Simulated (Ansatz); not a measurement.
# CH₄OSSi: small, medium and large basis sets

The task here is to estimate one member of a computed series from the others.

Computed with Ansatz 0.2.0, Gaussian basis. Level: one geometry, several basis sets.

Plan: PBE0-D4/def2-SVP; ωB97M-V/def2-SVP; PBE0-D4/def2-QZVPP; ωB97M-V/def2-QZVPP; the functionals' def2-TZVPP values are taken from earlier runs.

**The relaxed structure**

The geometry comes from an earlier relaxation with PBE0-D4 in a triple-zeta def2 set; it is a stationary point, not always the lowest conformer.

SMILES `OC1[SiH2]S1`, 8 atoms, charge 0, spin multiplicity 1.

Atoms are counted from 1 here; the program's logs count them from 0.

Bond lengths: O1–C2 1.380 Å, O1–H5 0.963 Å, C2–Si3 1.849 Å, C2–S4 1.893 Å, C2–H6 1.089 Å, Si3–S4 2.088 Å, Si3–H7 1.478 Å, Si3–H8 1.480 Å. Angles: C2–O1–H5 109.1°, O1–C2–Si3 118.6°, O1–C2–S4 117.1°, O1–C2–H6 114.8°, Si3–C2–S4 67.8°, Si3–C2–H6 120.1°, S4–C2–H6 109.2°, C2–Si3–S4 57.1°, C2–Si3–H7 117.8°, C2–Si3–H8 120.1°, S4–Si3–H7 118.9°, S4–Si3–H8 118.7°, H7–Si3–H8 113.3°, C2–S4–Si3 55.1°.

Set-up of the first run:

File in.yaml:

```yaml
crystal:
  periodic: [false, false, false]
  atoms:
    - {symbol: O, position_ang: [0.141277, 1.542923, -0.612543]}
    - {symbol: C, position_ang: [-0.385984, 0.492382, 0.110254]}
    - {symbol: Si, position_ang: [0.614149, -1.052949, 0.280936]}
    - {symbol: S, position_ang: [-1.123235, -0.947188, -0.872641]}
    - {symbol: H, position_ang: [-0.578060, 2.051703, -1.000510]}
    - {symbol: H, position_ang: [-1.082024, 0.782949, 0.896279]}
    - {symbol: H, position_ang: [1.923433, -1.104344, -0.402519]}
    - {symbol: H, position_ang: [0.582443, -1.822676, 1.545045]}
basis:
  gaussian: {orbitals: def2-SVP}
hamiltonian: {xc: pbe0, dispersion: d4}
output: {orbitals: {seedname: orbitals}}
```

Launch:

```
> ansatz run in.yaml --threads 2 --pin off --events-out ev --progress --plain --max-ram 4352MiB
```

Among the steps run: PBE0-D4 in def2-SVP; ωB97M-V in def2-SVP; PBE0-D4 in def2-QZVPP; ωB97M-V in def2-QZVPP.

One table of the session follows, with a row left open; its other results are not shown here.

It belongs to the step «Functionals by basis». 

| functional | basis | HOMO (eV) | LUMO (eV) |
| --- | --- | --- | --- |
| PBE0-D4 | def2-SVP | -7.03 | -0.11 |
| PBE0-D4 | def2-TZVPP | -7.14 | -0.44 |
| PBE0-D4 | def2-QZVPP | -7.17 | -0.56 |
| ωB97M-V | def2-SVP | ? | ? |
| ωB97M-V | def2-TZVPP | -9.30 | 1.32 |
| ωB97M-V | def2-QZVPP | -9.35 | 1.00 |

**Question.** Estimate the row for ωB97M-V, def2-SVP.

**Answer.** HOMO (eV): -9.16; LUMO (eV): 1.85. In the column «HOMO (eV)» it lies between ωB97M-V, def2-TZVPP (-9.30) and PBE0-D4, def2-QZVPP (-7.17).
